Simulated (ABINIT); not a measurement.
A run of ABINIT 10.8.3 (patched build) is set up as follows.

run.abi

```
# Pseudopotentials
pp_dirpath "./"
pseudos "Ba.GGA_PBE-ansatz_soft_1.xml, V.GGA_PBE-ansatz_soft_1.xml, Tl.GGA_PBE-ansatz_soft_1.xml, O.GGA_PBE-ansatz_soft_1.xml"

# Structure
acell 9.3114157364 9.3114157364 6.0793443933 Angstrom
rprim
     0.6969842378    -0.7170681869    -0.0051173743
     0.6969842378     0.7170681869    -0.0051173743
    -0.3236187774     0.0000000000     0.9461875538
ntypat 4
znucl 56 23 81 8
natom 22
typat 1 1 2 2 2 3 3 3 3 3 4 4 4 4 4 4 4 4 4 4 4 4
xred
     0.4791700000     0.5208300000     0.0000000000
     0.7926400000     0.2073600000     0.0000000000
     0.6569400000     0.9460500000     0.2573500000
     0.0539500000     0.3430600000     0.7426500000
     0.5744200000     0.4255800000     0.5000000000
     0.4983500000     0.8562900000     0.6372600000
     0.1437100000     0.5016500000     0.3627400000
     0.0150800000     0.9849200000     0.5000000000
     0.3096400000     0.1267700000     0.2189200000
     0.8732300000     0.6903600000     0.7810800000
     0.0039000000     0.2632500000     0.4427500000
     0.5971900000     0.6067600000     0.6770600000
     0.9133300000     0.4282000000     0.8463500000
     0.5253600000     0.7994300000     0.2059400000
     0.6876600000     0.4162800000     0.3135600000
     0.0925100000     0.2031600000     0.8860100000
     0.5837200000     0.3123400000     0.6864400000
     0.7968400000     0.9074900000     0.1139900000
     0.5718000000     0.0866700000     0.1536500000
     0.2005700000     0.4746400000     0.7940600000
     0.7367500000     0.9961000000     0.5572500000
     0.3932400000     0.4028100000     0.3229400000
chkprim 0
chksymtnons 0
tolsym 1.0e-6

# Plane-wave basis
ecut 16.0
pawecutdg 32.0
pawxcdev 0
pawovlp -1

# k points
kptopt 1
ngkpt 2 2 2
nshiftk 1
shiftk 0.0 0.0 0.0

# Exchange and correlation
ixc 11

# Bands and occupations
nband 120
occopt 3
tsmear 0.05 eV

# Spin
nsppol 2
spinat
     0.0000000000     0.0000000000     0.0000000000
     0.0000000000     0.0000000000     0.0000000000
     0.0000000000     0.0000000000     2.0000000000
     0.0000000000     0.0000000000     2.0000000000
     0.0000000000     0.0000000000     2.0000000000
     0.0000000000     0.0000000000     0.0000000000
     0.0000000000     0.0000000000     0.0000000000
     0.0000000000     0.0000000000     0.0000000000
     0.0000000000     0.0000000000     0.0000000000
     0.0000000000     0.0000000000     0.0000000000
     0.0000000000     0.0000000000     0.0000000000
     0.0000000000     0.0000000000     0.0000000000
     0.0000000000     0.0000000000     0.0000000000
     0.0000000000     0.0000000000     0.0000000000
     0.0000000000     0.0000000000     0.0000000000
     0.0000000000     0.0000000000     0.0000000000
     0.0000000000     0.0000000000     0.0000000000
     0.0000000000     0.0000000000     0.0000000000
     0.0000000000     0.0000000000     0.0000000000
     0.0000000000     0.0000000000     0.0000000000
     0.0000000000     0.0000000000     0.0000000000
     0.0000000000     0.0000000000     0.0000000000

# SCF cycle
nstep 100
tolvrs 1.0e-9

# Output
iomode 3
prtwf 0
prtden 0
prteig 0
prtebands 0
enunit 1
```

Potentials or basis: Ansatz PAW PBE generated set soft_1, frozen core.

The run is started by

```sh
$ mpirun --bind-to none -np 4 abinit run.abi > log 2>&1
```

Predict the pressure.

-0.1 GPa.

What does it give for the net moment?

0.00 μB per cell.

Estimate the largest force.

0.037 eV/Å.

Forces on the atoms (eV/Å):
```
Ba   0.000  0.010  0.000
Ba   0.000 -0.006  0.000
V   -0.034 -0.002  0.012
V    0.034 -0.002 -0.012
V    0.000 -0.030  0.000
Tl   0.001  0.021 -0.005
Tl  -0.001  0.021  0.005
Tl   0.000  0.005  0.000
Tl   0.000 -0.005 -0.003
Tl   0.000 -0.005  0.003
O   -0.001  0.005 -0.004
O    0.004  0.004  0.003
O    0.002 -0.001 -0.001
O    0.011 -0.017 -0.001
O   -0.005  0.004  0.004
O    0.002  0.001  0.005
O    0.005  0.004 -0.004
O   -0.002  0.001 -0.005
O   -0.002 -0.001  0.001
O   -0.011 -0.017  0.001
O    0.001  0.005  0.004
O   -0.004  0.004 -0.003
```

Caveat: the k mesh is coarse (spacing up to 0.55 Å⁻¹), so the values aren't converged; the atomic spheres overlap.
